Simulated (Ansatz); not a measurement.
**Si2Mo: pressure up to the limit of the methods**

Aim: compress Si2Mo (MoSi2 type) step by step, far beyond the usual range, and follow pressure and electronic structure. Methods of the runs shown: PAW.

Computed with Ansatz 0.2.0 (DFT PBEsol, with the methods named in each step, unless a step's input says otherwise).

**1. The starting structure**

The structure is tetragonal, space group I4/mmm (No. 139). The conventional cell has a = 3.100 Å, b = 3.100 Å, c = 7.596 Å, α = 90.00°, β = 90.00°, γ = 90.00°. Around Mo (site symmetry 4/mmm) lie 10 Si at 2.53 to 2.54 Å. Si (site symmetry 4mm) has 5 Si at 2.51 to 2.54 Å and 5 Mo at 2.53 to 2.54 Å in its first shell of neighbours.

Coordinates:

```xyz
3
Lattice="-1.5502 1.5502 3.7980 1.5502 -1.5502 3.7980 1.5502 1.5502 -3.7980" Properties=species:S:1:pos:R:3 pbc="T T T"
Mo    0.0000    0.0000    0.0000
Si    0.0000    0.0000    2.5447
Si    0.0000    0.0000   -2.5447
```

Whether this phase is the stable one at these pressures isn't tested.

Atoms are numbered in the order of the input: Mo1, Si2, Si3.

**2. Cell relaxed at zero pressure, PAW**

input.yaml reads:

```yaml
crystal:
  lattice:
    - [-1.5502181398, 1.5502181398, 3.7980344424]
    - [1.5502181398, -1.5502181398, 3.7980344424]
    - [1.5502181398, 1.5502181398, -3.7980344424]
  atoms:
    - { symbol: Mo, position: [0.0, 0.0, 0.0] }
    - { symbol: Si, position: [0.335, 0.335, 0.0] }
    - { symbol: Si, position: [-0.335, -0.335, 0.0] }
kpoints:
  mp_grid: { grid: [14, 14, 14] }
scf:
  occupations: { method: fermi_dirac, width: 0.05 }
hamiltonian:
  xc: pbesol
  pseudopotentials: { kind: paw }
output:
  forces: true
  stress: true
relax:
  f_tol: 0.005
  max_steps: 40
  cell: {}
```

Run with:

```
ansatz run input.yaml --threads 1 --pin off --max-ram 3072MiB --backend cpu --events-out ev --progress --plain --runs-dir out
```

After this run come: Volume scaled by 1, PAW; Shape and atoms relaxed at 0.94 of the volume, PAW; Volume scaled by 0.94, PAW; Volume scaled by 0.94, PAW (level accurate); Shape and atoms relaxed at 0.88 of the volume, PAW; Volume scaled by 0.88, PAW; Shape and atoms relaxed at 0.8 of the volume, PAW; Volume scaled by 0.8, PAW; Shape and atoms relaxed at 0.72 of the volume, PAW; Volume scaled by 0.72, PAW; Shape and atoms relaxed at 0.62 of the volume, PAW; Volume scaled by 0.62, PAW; Volume scaled by 0.62, PAW (source ansatz).

**Question.** What will these runs give? Wanted: PAW pressure at 0.62 of the volume; fitted bulk modulus at zero pressure.

The runs gave:

```
                                  quantity      value
        PAW pressure at 0.62 of the volume  282.5 GPa
fitted bulk modulus at zero pressure (PAW)    225 GPa
                   its pressure derivative       4.03
```

**Reading.** By PAW the pressure climbs to 283 GPa at 0.62 of the first volume. One third-order Birch-Murnaghan curve follows these points (B₀ = 225 GPa, B′ = 4.03, misfit at most 0.61 GPa). A fit over so wide a range leans to the high pressures, so B₀ can be off by several per cent. No all-electron run checks these rows here, and frozen cores can fail under such compression. The ions are at rest, and the electrons smeared by 0.05 eV.
